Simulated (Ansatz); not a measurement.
# C₄H₁₄OSi₂: one species, many methods

The task here is to estimate one member of a computed series from the others.

Program: Ansatz 0.2.0, Gaussian basis. Level of theory: functionals in def2-TZVPP, the program's frozen cores in correlated methods. These are calculated values, not measurements.

Plan: LDA (SPW92), PBE-D4, revPBE-D4, BLYP-D4, r2SCAN-D4, B97M-V, PBE0-D4, B3LYP-D4, r2SCANh-D4, r2SCAN0-D4, HSE06-D4, BHLYP-D4, CAM-B3LYP-D4, LC-ωPBE, ωB97X-V, ωB97M-V, B2PLYP, PBE-QIDH; CCSD(T)/def2-SVP; CCSD(T)/def2-TZVPP; MP2/def2-QZVPP; extrapolation to the limit; RPA on PBE.

**The relaxed structure**

An earlier PBE0-D4 in a triple-zeta def2 set relaxation fixed the geometry.

SMILES `C[SiH](C)O[SiH](C)C`, 21 atoms, charge 0, spin multiplicity 1.

Atoms are counted from 1 here; the program's logs count them from 0.

Bond lengths: C1–Si2 1.864 Å, C1–H8 1.094 Å, C1–H9 1.093 Å, C1–H10 1.093 Å, Si2–C3 1.860 Å, Si2–O4 1.640 Å, Si2–H11 1.495 Å, C3–H12 1.093 Å, C3–H13 1.092 Å, C3–H14 1.093 Å, O4–Si5 1.640 Å, Si5–C6 1.866 Å, Si5–C7 1.863 Å, Si5–H15 1.489 Å, C6–H16 1.093 Å, C6–H17 1.094 Å, C6–H18 1.094 Å, C7–H19 1.094 Å and more. Angles: Si2–C1–H8 110.8°, Si2–C1–H9 111.1°, Si2–C1–H10 110.8°, H8–C1–H9 107.9°, H8–C1–H10 108.0°, H9–C1–H10 108.0°, C1–Si2–C3 111.5°, C1–Si2–O4 109.9°, C1–Si2–H11 108.8°, C3–Si2–O4 108.3°, C3–Si2–H11 109.5°, O4–Si2–H11 108.7°, Si2–C3–H12 110.7°, Si2–C3–H13 110.9°, Si2–C3–H14 110.9°, H12–C3–H13 108.0°, H12–C3–H14 108.1°, H13–C3–H14 108.1° and more.

Set-up of the first run:

File in.yaml:

```yaml
crystal:
  periodic: [false, false, false]
  atoms:
    - {symbol: C, position_ang: [0.409069, 0.944477, 2.300333]}
    - {symbol: Si, position_ang: [0.666879, -0.502351, 1.153759]}
    - {symbol: C, position_ang: [0.638836, -2.117577, 2.075824]}
    - {symbol: O, position_ang: [-0.517880, -0.535177, 0.020900]}
    - {symbol: Si, position_ang: [-1.011867, 0.111312, -1.403325]}
    - {symbol: C, position_ang: [-0.903820, 1.973005, -1.340517]}
    - {symbol: C, position_ang: [0.019342, -0.566500, -2.799617]}
    - {symbol: H, position_ang: [1.193265, 0.981628, 3.061630]}
    - {symbol: H, position_ang: [0.429053, 1.889642, 1.752230]}
    - {symbol: H, position_ang: [-0.554839, 0.869349, 2.810794]}
    - {symbol: H, position_ang: [1.984780, -0.343083, 0.466088]}
    - {symbol: H, position_ang: [-0.321564, -2.259389, 2.578424]}
    - {symbol: H, position_ang: [0.791192, -2.957503, 1.394118]}
    - {symbol: H, position_ang: [1.426822, -2.148341, 2.833162]}
    - {symbol: H, position_ang: [-2.432417, -0.296328, -1.587213]}
    - {symbol: H, position_ang: [-1.493228, 2.373461, -0.512032]}
    - {symbol: H, position_ang: [0.131116, 2.303761, -1.213743]}
    - {symbol: H, position_ang: [-1.283624, 2.414079, -2.266346]}
    - {symbol: H, position_ang: [1.070140, -0.287884, -2.680926]}
    - {symbol: H, position_ang: [-0.039781, -1.657001, -2.834727]}
    - {symbol: H, position_ang: [-0.326071, -0.178976, -3.762115]}
basis:
  gaussian: {orbitals: def2-TZVPP}
hamiltonian: {xc: lda}
output: {orbitals: {seedname: orbitals}}
```

On the command line:

```
> ansatz run in.yaml --threads 2 --pin off --events-out ev --progress --plain --max-ram 32768MiB --backend cuda --devices 0, --max-vram 18GiB
```

Steps of the session up to this table: LDA; PBE-D4 (GGA); revPBE-D4 (GGA); BLYP-D4 (GGA); r2SCAN-D4 (meta-GGA); B97M-V (meta-GGA); B3LYP-D4 (hybrid); r2SCANh-D4 (hybrid); r2SCAN0-D4 (hybrid); HSE06-D4 (hybrid); BHLYP-D4 (hybrid); CAM-B3LYP-D4 (range-separated); LC-ωPBE (range-separated); ωB97X-V (range-separated); ωB97M-V (range-separated); B2PLYP (double hybrid); PBE-QIDH (double hybrid).

One of the session's tables, all rows but one given; the rest of the session is left out.

It belongs to the step «Orbital energies across the functionals». 

| functional | HOMO (eV) | LUMO (eV) | gap (eV) |
| --- | --- | --- | --- |
| LDA (SPW92) | -6.72 | -0.06 | 6.66 |
| PBE-D4 | -6.60 | 0.18 | 6.78 |
| revPBE-D4 | -6.55 | 0.30 | 6.85 |
| BLYP-D4 | -6.51 | 0.22 | 6.73 |
| r2SCAN-D4 | -6.92 | 0.69 | 7.61 |
| B97M-V | -7.04 | 0.29 | 7.33 |
| PBE0-D4 | -7.98 | 0.98 | 8.96 |
| B3LYP-D4 | -7.77 | 0.68 | 8.45 |
| r2SCANh-D4 | -7.43 | 0.97 | 8.40 |
| r2SCAN0-D4 | -8.19 | 1.35 | 9.55 |
| HSE06-D4 | ? | ? | ? |
| BHLYP-D4 | -9.30 | 1.59 | 10.88 |
| CAM-B3LYP-D4 | -9.38 | 1.75 | 11.14 |
| LC-ωPBE | -10.70 | 3.04 | 13.74 |
| ωB97X-V | -10.38 | 2.78 | 13.16 |
| ωB97M-V | -10.26 | 2.38 | 12.64 |

Q: Estimate the row for HSE06-D4 from the others.

The run gave: HOMO (eV): -7.58; LUMO (eV): 0.61; gap (eV): 8.19. In the column «HOMO (eV)» it lies between B3LYP-D4 (-7.77) and r2SCANh-D4 (-7.43).
